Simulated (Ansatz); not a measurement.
# CH5FSi + H2: a complex and its separated parts

Aim: how far the complex at one end of a reaction step lies below its separated, relaxed parts, level by level.

The runs use Ansatz 0.2.0, Gaussian basis; PBE0-D4/def2-TZVP structures, single points in def2-TZVPP, no counterpoise correction.

Levels: SPW92, PBE-D4, BLYP-D4, r2SCAN-D4, B97M-V, PBE0-D4, B3LYP-D4, r2SCAN0-D4, BHLYP-D4, CAM-B3LYP-D4, wB97X-V, wB97M-V, B2PLYP, PBE-QIDH, RPA on PBE, Hartree-Fock, MP2, CCSD, CCSD(T).

Cores are frozen in the correlated methods. B3LYP uses VWN-RPA correlation. B2PLYP carries no dispersion term here.

79 further runs of the same task are left out: 1 that didn't finish, 78 set aside as unsound or not needed.

## Step 1: Where the work starts

The complex: 10 atoms, charge 0, spin multiplicity 1.

Atoms are counted from 1 here; the program's logs count them from 0.

Bond lengths: Si1–F2 1.606 Å, Si1–H3 1.485 Å, Si1–H4 1.485 Å, Si1–C5 1.853 Å, C5–H8 1.092 Å, C5–H9 1.094 Å, C5–H10 1.092 Å, H6–H7 0.747 Å. Angles: F2–Si1–H3 107.2°, F2–Si1–H4 107.2°, F2–Si1–C5 109.3°, H3–Si1–H4 109.8°, H3–Si1–C5 111.6°, H4–Si1–C5 111.6°, Si1–C5–H8 111.1°, Si1–C5–H9 109.9°, Si1–C5–H10 111.1°, H8–C5–H9 108.1°, H8–C5–H10 108.4°, H9–C5–H10 108.1°.

Coordinates:

```
Si   -0.3934   -0.7404   -0.9374
F     0.0254    0.6638   -1.5946
H     0.4355   -1.7904   -1.5816
H    -1.8258   -0.9644   -1.2576
C    -0.1061   -0.6717    0.8918
H     0.8983    2.5503    0.0298
H     1.1115    2.9435    0.6280
H    -0.7020    0.1187    1.3537
H    -0.3896   -1.6236    1.3500
H     0.9463   -0.4859    1.1178
```

Its parts: CH5FSi holds atoms 1, 2, 3, 4, 5, 8, 9, 10; H2 holds atoms 6, 7. Each part counts its atoms afresh in its own runs.

## Step 2: Relaxing CH5FSi alone

The input, relax-a/in.yaml:

```yaml
crystal:
  periodic: [false, false, false]
  atoms:
    - {symbol: Si, position_ang: [-0.393389, -0.740395, -0.937364]}
    - {symbol: F, position_ang: [0.025399, 0.663834, -1.594577]}
    - {symbol: H, position_ang: [0.435540, -1.790391, -1.581555]}
    - {symbol: H, position_ang: [-1.825816, -0.964446, -1.257584]}
    - {symbol: C, position_ang: [-0.106106, -0.671666, 0.891826]}
    - {symbol: H, position_ang: [-0.702028, 0.118691, 1.353712]}
    - {symbol: H, position_ang: [-0.389631, -1.623588, 1.350029]}
    - {symbol: H, position_ang: [0.946294, -0.485865, 1.117765]}
basis:
  gaussian: {orbitals: def2-TZVP}
hamiltonian: {xc: pbe0, dispersion: d4}
relax: {f_tol: 0.005, max_steps: 200}
```

Launch:

```bash
> ansatz run in.yaml --threads 2 --pin off --events-out ev --progress --plain --max-ram 4352MiB
```

After this run come: Relaxing H2 alone; SPW92/def2-TZVPP; PBE-D4/def2-TZVPP; BLYP-D4/def2-TZVPP; r2SCAN-D4/def2-TZVPP; B97M-V/def2-TZVPP; PBE0-D4/def2-TZVPP; B3LYP-D4/def2-TZVPP; r2SCAN0-D4/def2-TZVPP; BHLYP-D4/def2-TZVPP; CAM-B3LYP-D4/def2-TZVPP; wB97X-V/def2-TZVPP; wB97M-V/def2-TZVPP; B2PLYP/def2-TZVPP; PBE-QIDH/def2-TZVPP; RPA on PBE/def2-TZVPP; CCSD(T)/def2-TZVPP; Vibrations of CH5FSi; Vibrations of H2.

**Question.** What will these runs give? Wanted: complex less parts, CCSD(T)/def2-TZVPP; with zero-point energy; largest T1 diagnostic.

As calculated:

```
                              quantity         value
complex less parts, CCSD(T)/def2-TZVPP  -2.42 kJ/mol
                with zero-point energy  +1.48 kJ/mol
                 largest T1 diagnostic         0.010
```

At CCSD(T) the complex lies 2.42 kJ/mol below its parts. Among the functionals r2SCAN-D4 lands nearest to CCSD(T) (+0.01 kJ/mol) and SPW92 farthest (-3.26 kJ/mol). By rung, the mean size of the error is: LDA 3.26, GGA 1.02, meta-GGA 0.21, hybrid 0.69, range-separated hybrid 0.79, double hybrid 0.78 kJ/mol. PBE-D4 gives a relative energy 1.72 kJ/mol too low, an error of 71 % of the reference. No counterpoise was applied, and triple zeta lacks some correlation, so the CCSD(T) reference has a basis error of its own, and close matches with it are partly luck.
